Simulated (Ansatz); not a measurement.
# C2H5AlN2 (SMILES C#[C][Al]([NH2])[NH2]): r2SCAN0/def2-SVP

What is the electronic atomisation energy of C2H5AlN2 at r2SCAN0/def2-SVP? 

The results are computed with Ansatz 0.2.0.

62 further runs of the same task are left out: 1 that didn't finish, 61 set aside as unsound or not needed.

## (1) The structure to begin with

The species is C2H5AlN2 (10 atoms), meant as a singlet with charge 0. As SMILES, `C#[C][Al]([NH2])[NH2]`. The shape is that of a PBE0-D4/def2-TZVP optimisation.

Bond lengths: C1–C2 1.210 Å, C2–Al3 1.908 Å, Al3–N4 1.763 Å, Al3–N5 1.763 Å, C1–H6 1.067 Å, N4–H7 1.006 Å, N4–H8 1.006 Å, N5–H9 1.006 Å, N5–H10 1.006 Å. Some angles: C1–C2–Al3 180.0°, C2–Al3–N4 118.9°, C2–Al3–N5 118.9°, N4–Al3–N5 122.2°, C2–C1–H6 180.0°, Al3–N4–H7 126.4°, Al3–N4–H8 123.3°, Al3–N5–H9 123.3°, Al3–N5–H10 126.4°, H7–N4–H8 110.4°.

## (2) A single-point energy at r2SCAN0/def2-SVP

Contents of run.yaml:

```yaml
basis:
  gaussian:
    orbitals: def2-SVP
crystal:
  periodic: [false, false, false]
  atoms:
    - {symbol: C, position_ang: [-2.368100, 1.221100, 0.873300]}
    - {symbol: C, position_ang: [-1.345900, 0.693600, 0.497800]}
    - {symbol: Al, position_ang: [0.265700, -0.138000, -0.094200]}
    - {symbol: "N", position_ang: [0.247600, -1.861100, -0.467000]}
    - {symbol: N, position_ang: [1.722400, 0.842900, -0.249900]}
    - {symbol: H, position_ang: [-3.269100, 1.686000, 1.204200]}
    - {symbol: H, position_ang: [1.027400, -2.410800, -0.785900]}
    - {symbol: H, position_ang: [-0.574800, -2.435200, -0.383700]}
    - {symbol: H, position_ang: [1.750000, 1.827100, -0.041300]}
    - {symbol: H, position_ang: [2.627700, 0.523400, -0.550300]}
output: {orbitals: {seedname: orbitals}}
accuracy: high
hamiltonian:
  xc: {name: r2SCAN0}
```

Started as:

```bash
ansatz run run.yaml --threads 1 --pin off --max-ram 3480MiB --events-out events.jsonl --progress --plain --runs-dir runs
```

Log:

```text
Warning: RAYON_NUM_THREADS=1 ignored (pool sized by the plan → 1); use --threads N
Functional definition: r2SCAN0
  name "r2SCAN0"
  parameter a = 0.25
  parameter k0 = 0.174
  parameter k1 = 0.065
  parameter a1 = 4.9479
  exchange = (1 - a)*r2scan_x(k0 = k0, k1 = k1, a1 = a1) + a*exact_x
  correlation = r2scan_c
2218 factors; integrals over basis functions are off by at most 1.4e-8 eV
mean field evaluation 1: about -11709.8694 eV, gradient 7.6e1 eV
mean field evaluation 2: about -11704.4934 eV, gradient 8.8e1 eV
mean field evaluation 4: about -11722.1737 eV, gradient 3.5e0 eV
mean field evaluation 8: about -11722.4190 eV, gradient 8.7e-1 eV
mean field evaluation 16: about -11722.4212 eV, gradient 7.5e-5 eV
mean field -11722.42123300 eV, -430.7910345703 hartree, gradient 2.7e-8 eV, S^2 0.000000; 0 other end points of the search recorded, 0 dependent functions left out
reference -11722.42123371 eV, -430.7910345965 hartree; 22, 22 occupied and 77, 77 virtual orbitals, 2218 factors
Total energy: -11722.42123371 eV, -430.7910345965 hartree
```

Run time: 11 s. Hardware: 1 thread of Intel Xeon Platinum 8488C (Sapphire Rapids), shared host; peak memory 0.43 GiB.

## (3) The Al atom, same level

Contents of input.yaml:

```yaml
crystal:
  periodic: [false, false, false]
  atoms:
    - {symbol: Al, position_ang: [0.000000, 0.000000, 0.000000]}
basis:
  gaussian:
    orbitals: def2-SVP
magnetization:
  spin_polarized: true
  initial_magnetization: 1
hamiltonian:
  xc: {name: r2SCAN0}
accuracy: high
```

Run the same way, it converges to -242.24436 Eh (log not shown).

## (4) The C atom, same level

Contents of run.yaml:

```yaml
crystal:
  periodic: [false, false, false]
  atoms:
    - {symbol: C, position_ang: [0.000000, 0.000000, 0.000000]}
basis:
  gaussian: {orbitals: def2-SVP}
accuracy: high
hamiltonian: {xc: {name: r2SCAN0}}
magnetization: {spin_polarized: true, initial_magnetization: 2}
```

Run the same way, it converges to -37.78832 Eh (log not shown).

## (5) The H atom

Contents of in.yaml:

```yaml
crystal:
  periodic: [false, false, false]
  atoms:
    - {symbol: H, position_ang: [0.000000, 0.000000, 0.000000]}
basis:
  gaussian: {orbitals: def2-SVP}
magnetization: {spin_polarized: true, initial_magnetization: 1}
hamiltonian: {xc: {name: r2SCAN0}}
accuracy: high
```

Run the same way, it converges to -0.49923 Eh (log not shown).

## (6) The N atom

Contents of in.yaml:

```yaml
crystal:
  periodic: [false, false, false]
  atoms:
    - symbol: "N"
      position_ang: [0.000000, 0.000000, 0.000000]
basis:
  gaussian: {orbitals: def2-SVP}
magnetization: {spin_polarized: true, initial_magnetization: 3}
hamiltonian: {xc: {name: r2SCAN0}}
accuracy: high
total_charge: 0
```

Run the same way, it converges to -54.51598 Eh (log not shown).

## (7) Outcome

Level: r2SCAN0/def2-SVP.

| quantity | value |
| --- | --- |
| molecule: total energy | -430.79103 Eh |
| molecule: HOMO energy | -6.93 eV |
| molecule: LUMO energy | 0.23 eV |
| molecule: HOMO–LUMO gap | 7.16 eV |
| Al atom: total energy | -242.24436 Eh |
| Al atom: ⟨S²⟩ | 0.756 |
| C atom: total energy | -37.78832 Eh |
| C atom: ⟨S²⟩ | 2.005 |
| H atom: total energy | -0.49923 Eh |
| H atom: ⟨S²⟩ | 0.750 |
| N atom: total energy | -54.51598 Eh |
| N atom: ⟨S²⟩ | 3.755 |
| electronic atomisation energy | 39.237 eV |

In words: Taking the molecule apart into free atoms costs 39.24 eV (3786 kJ/mol), before zero-point energy and without spin-orbit coupling.
